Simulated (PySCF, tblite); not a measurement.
**C₆H₁₁NO₂Si: geometry, infrared bands and NMR shifts**

What infrared bands and NMR shifts should C₆H₁₁NO₂Si (`CC(C)OC(=O)[SiH2]CC#N`) show?

The runs use tblite 0.8.0 and PySCF 2.14.0, with density-fitted response routines of our own; the level of theory stands in each step. All values are computed, except where a source is named. Atoms are numbered from 0 throughout.

## (1) Starting geometry

21 atoms, charge 0, multiplicity 1; geometry from: force field or distance geometry start.

Bonds of the start (Å): C0–C1 1.50, C1–C2 1.50, C1–O3 1.41, O3–C4 1.39, C4–O5 1.27, C4–Si6 1.84, Si6–C7 1.87, C7–C8 1.48, C8–N9 1.16, C0–H10 1.12, C0–H11 1.13, C0–H12 1.11, C1–H13 1.13, C2–H14 1.13, C2–H15 1.12, C2–H16 1.10, Si6–H17 1.48, Si6–H18 1.47, C7–H19 1.11, C7–H20 1.08.

## (2) Geometry optimisation with GFN2-xTB

Job settings and geometry (Å):

```
{"job": {"kind": "relax", "xc": "GFN2-xTB", "basis": "xTB"}, "charge": 0, "multiplicity": 1}
C     -2.863100     0.323000    -0.744900
C     -1.625600     0.728000     0.002300
C     -1.879000     1.440100     1.297700
O     -0.716100    -0.346000     0.137100
C      0.522500    -0.381900    -0.486800
O      0.816800     0.612800    -1.219300
Si     1.705500    -1.777900    -0.326000
C      3.241400    -1.184500     0.563300
C      3.380500     0.258300     0.287600
N      3.465500     1.392100     0.064800
H     -2.682200    -0.582400    -1.385300
H     -3.167900     1.189700    -1.401800
H     -3.741400     0.112600    -0.102300
H     -1.106000     1.458000    -0.678300
H     -1.041000     2.116200     1.628800
H     -2.732800     2.152700     1.141000
H     -2.125000     0.700800     2.080600
H      2.161400    -2.239200    -1.660300
H      1.125500    -2.957300     0.327600
H      3.156300    -1.318900     1.664400
H      4.095700    -1.679400     0.118800
```

On the command line:

```
OMP_NUM_THREADS=1 python probes_run.py task.json out
```

One launch serves the whole session: the jobs run in the order shown.

**Question.** This job is followed by: GFN2-xTB harmonic vibrations, gas phase; GIAO PBE0/pcSseg-1 NMR shielding, non-relativistic, gas phase. What will the session give for the following? strongest single infrared mode (GFN2-xTB); zero-point energy (GFN2-xTB); 13C shifts against TMS (PBE0/pcSseg-1, means over atoms taken as alike); 1H shifts against TMS (PBE0/pcSseg-1, means over atoms taken as alike); 17O shifts against H2O (PBE0/pcSseg-1); 29Si shifts against TMS (PBE0/pcSseg-1); 15N shifts against NH3 (PBE0/pcSseg-1).

The runs gave:

| quantity | value |
| --- | --- |
| strongest single infrared mode (GFN2-xTB) | 1740 cm⁻¹, 359 km/mol |
| zero-point energy (GFN2-xTB) | 98.9 kcal/mol |
| 13C shifts against TMS (PBE0/pcSseg-1, means over atoms taken as alike) | 182.7, 122.8, 69.6, 23.9, -1.2 ppm |
| 1H shifts against TMS (PBE0/pcSseg-1, means over atoms taken as alike) | 5.48, 4.39, 1.79, 1.40 ppm |
| 17O shifts against H2O (PBE0/pcSseg-1) | 514.0, 277.7 ppm |
| 29Si shifts against TMS (PBE0/pcSseg-1) | -58.6 ppm |
| 15N shifts against NH3 (PBE0/pcSseg-1) | 295.4 ppm |

Over 196 steps the energy fell by 0.991 eV; of the close pairs, C4–Si6 changed most, 1.837 to 1.920 Å. No mode is imaginary among the 57: a minimum at this level. The strongest single mode, at 1740 cm⁻¹, moves mainly C4 and O5. GFN2-xTB is a fitted tight-binding method: band positions and strengths are rough. Its intensities can rank the bands wrongly. H13 (hydrogen on an sp3 CH bonded to O) lies farthest downfield among hydrogen, at 5.48 ppm; its carbon carries O, which withdraws density. At PBE0/pcSseg-1: Shielding is most anisotropic at O5 (span 844 ppm, paramagnetic term -582 ppm).
